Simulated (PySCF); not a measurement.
# RuH3: relaxation and vibrations of the doublet

The task is one start of a wider search on RuH3: the doublet, from a PBE0 minimum start. It is relaxed, tested by its Hessian and followed downhill if it is a saddle.

Computed with PySCF 2.14.0. Level: PBE0, basis Ru def2-TZVP with ECP28, H def2-TZVP, scalar-relativistic core potentials, no spin–orbit coupling, density fitting.

### 1 The starting structure

4 atoms, charge 0, spin multiplicity 2.

Bond lengths: Ru1–H2 1.558 Å, Ru1–H3 1.558 Å, Ru1–H4 1.558 Å. Angles: H2–Ru1–H3 100.8°, H2–Ru1–H4 100.8°, H3–Ru1–H4 100.8°.

```xyz
4
charge 0 multiplicity 2
Ru    0.0000    0.0000    0.0205
H     1.3864    0.0000   -0.6907
H    -0.6932    1.2007   -0.6907
H    -0.6932   -1.2007   -0.6907
```

### 2 First SCF at the start

One driver script runs all steps and calls PySCF; scf.py shows how it sets up the SCF of each step. The optimiser is the driver's own. After this first run the driver tries any further starts and a stability analysis.

scf.py reads:

```python
from pyscf import gto, scf, dft
mol = gto.M(atom='''
Ru     0.000000     0.000000     0.020493
H      1.386418    -0.000018    -0.690714
H     -0.693194     1.200682    -0.690714
H     -0.693224    -1.200664    -0.690714''',
    basis={'Ru': 'def2-TZVP', 'H': 'def2-TZVP'},
    ecp={'Ru': 'def2-TZVP'},
    charge=0, spin=1)
mf = dft.UKS(mol, xc='PBE0')
mf.grids.atom_grid = (50, 194)
aux = {'Ru': 'def2-universal-JKFIT', 'H': 'def2-universal-JKFIT'}
mf = mf.density_fit(auxbasis=aux)
mf.conv_tol = 1e-08
mf.diis_space = 10
mf.max_cycle = 60
mf.init_guess = 'minao'
mf.verbose = 4
mf.kernel()
```

The run is started by

```bash
$ OMP_NUM_THREADS=2 python axn.py task.json out
```

Further steps of the session: Relaxation: PBE0 minimum start, doublet; Hessian and properties.

Q: Predict the outcome of this session. Wanted: minimum; geometry; wavenumbers; dipole moment; highest occupied, lowest empty level; polar-tensor charge of Ru1; zero-point energy; atomisation energy; ⟨S²⟩.

The runs gave:

```
                                          quantity                                   value
                                           minimum                            doublet, C3v
                                          geometry   Ru–H 1.558 Å (×3); H–Ru–H 100.8° (×3)
                                wavenumbers (cm⁻¹)  627 (a1), 756 (e), 2129 (e), 2201 (a1)
                                     dipole moment                                  2.32 D
highest occupied, lowest empty level (either spin)                         -6.46, -2.52 eV
                        polar-tensor charge of Ru1                                 +0.72 e
                                 zero-point energy                             51.4 kJ/mol
                               entropy at 298.15 K                         235.4 J/(mol K)
         atomisation energy (no zero-point energy)                              776 kJ/mol
                                              ⟨S²⟩                                   0.759
```

In words: The PBE0 minimum start keeps its C3v symmetry and ends in a minimum. The strongest infrared band lies at 2129 cm⁻¹ (e, stretch). Most of the spin sits on Ru1 (Mulliken spin 1.16, against 1 for the whole molecule). Other starts or spin states, not run here, may lie lower. One determinant may miss the lowest occupation of an open d or f shell.
